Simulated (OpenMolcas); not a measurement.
**Tb²⁺ among point charges: CASSCF levels and susceptibility**

How does a field of 8 point charges split the states of Tb²⁺, and what χT follows?

Method: state-averaged CASSCF, spin-orbit coupling by RASSI with atomic mean-field integrals. Code: OpenMolcas 26.06.

## (1) What is computed

| Property | Result |
| --- | --- |
| Species | Tb²⁺ (terbium, Z = 65, 63 electrons) |
| Basis | ANO-RCC-VDZP [7s6p4d2f1g], 68 functions |
| Scalar Hamiltonian | DKH2, point nucleus |
| Inactive shells | 1s 2s 2p 3s 3p 3d 4s 4p 4d 5s 5p |
| Active space | 9 electrons in 7 orbitals (4f) |
| Some configurations of this space | 4f⁹ |
| Orbitals | optimised for the highest spin of each parity, averaged over all roots |

Outer shells as boxes (Hund's rule):

4f9
```
4f [↑↓][↑↓][↑ ][↑ ][↑ ][↑ ][↑ ]
```

The ion sits among 8 point charges of -2 e arranged as a cube (Oh), 2.57 Å from the ion.

The work runs as a chain of OpenMolcas steps in one folder; each step below is one input file. Labels, J, g values, rates, χT and fits are worked out afterwards by a script from the matrices that RASSI stores. The input lists half of the charges; inversion (Group=XYZ) makes the rest.

## (2) One- and two-electron integrals

The input, a.inp:

```
&GATEWAY
Coord
1

Tb 0.0 0.0 0.0
Basis=ANO-RCC-VDZP
Group=XYZ
NoMove
AngMom=0.0 0.0 0.0
AMFI
XField
4 Angstrom 0
1.483790 1.483790 1.483790 -2.000000
1.483790 1.483790 -1.483790 -2.000000
1.483790 -1.483790 1.483790 -2.000000
1.483790 -1.483790 -1.483790 -2.000000
&SEWARD
```

Command:

```
> OMP_NUM_THREADS=1 MOLCAS_MEM=2252 MOLCAS_PROJECT=a pymolcas a.inp > a.log
```

## (3) Reference wave functions, sextets of odd parity, 21 roots

The input, a.inp:

```
&RASSCF
FileOrb=start.orb
Symmetry=2
Spin=6
nActEl=9 0 0
Inactive=15 12
Ras2=0 7
CIRoot=21 21 1
SDav=21
CIMx=300
Iter=120 100
PrWF=0.3
OrbListing=Nothing
MaxOrb=0
>>> COPY $Project.JobIph JOB001
```

start.orb holds the contracted functions of the basis, ordered by shell, or the orbitals of the step before.

## (4) CASSCF: quartets of odd parity, 162 roots

The input, a.inp:

```
&RASSCF
FileOrb=start.orb
Symmetry=2
Spin=4
nActEl=9 0 0
Inactive=15 12
Ras2=0 7
CIRoot=162 162 1
SDav=224
CIMx=300
Iter=120 100
PrWF=0.3
OrbListing=Nothing
MaxOrb=0
CIOnly
>>> COPY $Project.JobIph JOB002
```

## (5) Reference wave functions, doublets of odd parity, 162 roots

The input, a.inp:

```
&RASSCF
FileOrb=start.orb
Symmetry=2
Spin=2
nActEl=9 0 0
Inactive=15 12
Ras2=0 7
CIRoot=162 162 1
SDav=490
CIMx=300
Iter=120 100
PrWF=0.3
OrbListing=Nothing
MaxOrb=0
CIOnly
>>> COPY $Project.JobIph JOB003
```

## (6) RASSI: spin-orbit coupling between the states

The input, a.inp:

```
&RASSI
NrOfJobIphs=3 21 108 39
1 2 3 4 5 6 7 8 9 10 11 12 13 14 15 16 17 18 19 20 21
1 2 3 4 5 6 7 8 9 10 11 12 13 14 15 16 17 18 19 20 21 22 23 24 25 26 27
28 29 30 31 32 33 34 35 36 37 38 39 40 41 42 43 44 45 46 47 48 49 50 51
52 53 54 55 56 57 58 59 60 61 62 63 64 65 66 67 68 69 70 71 72 73 74 75
76 77 78 79 80 81 82 83 84 85 86 87 88 89 90 91 92 93 94 95 96 97 98 99
100 101 102 103 104 105 106 107 108
1 2 3 4 5 6 7 8 9 10 11 12 13 14 15 16 17 18 19 20 21 22 23 24 25 26 27
28 29 30 31 32 33 34 35 36 37 38 39
IphNames
JOB001
JOB002
JOB003
EJob
SpinOrbit
DIPRint=1.0
SOCoupling=1000.0
Subsets=2
Property=9
'ANGMOM' 1 'ANGMOM' 2 'ANGMOM' 3 'MLTPL  1' 1 'MLTPL  1' 2 'MLTPL  1' 3
'AMFI' 1 'AMFI' 2 'AMFI' 3
SOProperty=3
'ANGMOM' 1 'ANGMOM' 2 'ANGMOM' 3
```

Q: Predict the outcome of this session. Wanted: spin-free ground state; first state of the same spin within the active space; lowest level; next level.

The runs gave:

```
                                            quantity                            value
                                              method                           CASSCF
                              spin-free ground state  6T1, 3-fold in its orbital part
first state of the same spin within the active space                  6E at 40.9 cm⁻¹
                                        lowest level                        4-fold Γ8
                                          next level                        72.4 cm⁻¹
                                         χT at 300 K                  13.96 cm³ K/mol
                           effective moment at 300 K                         10.57 μB
```

**Reading.** The spin-free ground state (6T1) comes to 100 % from free-ion H terms and keeps the highest spin of the shell. The quartets, doublets rest on orbitals optimised for another spin in at least one step, which raises them against the optimised states. Not all states of the active space went into the spin-orbit step. High states of lower spin are left out of the spin-orbit mixing, and CASSCF puts spin-flip levels too high. Point charges carry no covalency, so the field is a model and not that of real ligands.
